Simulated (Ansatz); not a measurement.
# C10H8N2: the cost of one run

Method: the settings change from run to run; program: Ansatz 0.2.0, Gaussian basis.

### Step 1. The molecule

The geometry comes from an earlier relaxation with PBE0-D4 in a triple-zeta def2 set; it is a stationary point, not always the lowest conformer.

20 atoms, charge 0, spin multiplicity 1.

Atoms are counted from 1 here; the program's logs count them from 0.

Bond lengths: C1–C2 1.385 Å, C1–N12 1.328 Å, C1–H13 1.087 Å, C2–C3 1.392 Å, C2–H14 1.083 Å, C3–C4 1.472 Å, C3–C10 1.392 Å, C4–C5 1.392 Å, C4–C9 1.392 Å, C5–C6 1.385 Å, C5–H15 1.083 Å, C6–N7 1.328 Å, C6–H16 1.087 Å, N7–C8 1.328 Å, C8–C9 1.385 Å, C8–H17 1.087 Å, C9–H18 1.083 Å, C10–C11 1.385 Å and more. Angles: C2–C1–N12 123.8°, C2–C1–H13 120.0°, N12–C1–H13 116.2°, C1–C2–C3 119.2°, C1–C2–H14 120.0°, C3–C2–H14 120.8°, C2–C3–C4 121.4°, C2–C3–C10 117.1°, C4–C3–C10 121.4°, C3–C4–C5 121.4°, C3–C4–C9 121.4°, C5–C4–C9 117.1°, C4–C5–C6 119.2°, C4–C5–H15 120.8°, C6–C5–H15 120.0°, C5–C6–N7 123.8°, C5–C6–H16 120.0°, N7–C6–H16 116.2° and more.

### Step 2. B2GP-PLYP/6-31G

The input, in.yaml:

```yaml
crystal:
  periodic: [false, false, false]
  atoms:
    - {symbol: C, position_ang: [2.059077, -2.019552, -1.031284]}
    - {symbol: C, position_ang: [0.882092, -1.608110, -0.428133]}
    - {symbol: C, position_ang: [0.618097, -0.246478, -0.314750]}
    - {symbol: C, position_ang: [-0.618105, 0.246466, 0.314746]}
    - {symbol: C, position_ang: [-1.269691, 1.382332, -0.156251]}
    - {symbol: C, position_ang: [-2.431187, 1.802806, 0.470244]}
    - {symbol: N, position_ang: [-2.973189, 1.185584, 1.514000]}
    - {symbol: C, position_ang: [-2.348484, 0.103127, 1.963648]}
    - {symbol: C, position_ang: [-1.185834, -0.403187, 1.406637]}
    - {symbol: C, position_ang: [1.573425, 0.628953, -0.822259]}
    - {symbol: C, position_ang: [2.720602, 0.113640, -1.402605]}
    - {symbol: N, position_ang: [2.973198, -1.185568, -1.513994]}
    - {symbol: H, position_ang: [2.274719, -3.079539, -1.134319]}
    - {symbol: H, position_ang: [0.168776, -2.342637, -0.073828]}
    - {symbol: H, position_ang: [-0.892429, 1.921099, -1.017229]}
    - {symbol: H, position_ang: [-2.955283, 2.683119, 0.108218]}
    - {symbol: H, position_ang: [-2.798483, -0.388771, 2.821686]}
    - {symbol: H, position_ang: [-0.715830, -1.279819, 1.836163]}
    - {symbol: H, position_ang: [1.439466, 1.701326, -0.745115]}
    - {symbol: H, position_ang: [3.479063, 0.785210, -1.795572]}
basis:
  gaussian: {orbitals: 6-31G}
hamiltonian: {xc: {name: B2GP-PLYP}}
output: {forces: true}
```

The run is started by

```sh
$ ansatz run in.yaml --threads 4 --pin off --events-out ev --progress --plain --max-ram 66560MiB --backend cpu
```

What time and memory should one allow on 4 threads of AMD EPYC 7R13, shared host?

About 10 s, with a peak of 1.1 GiB.
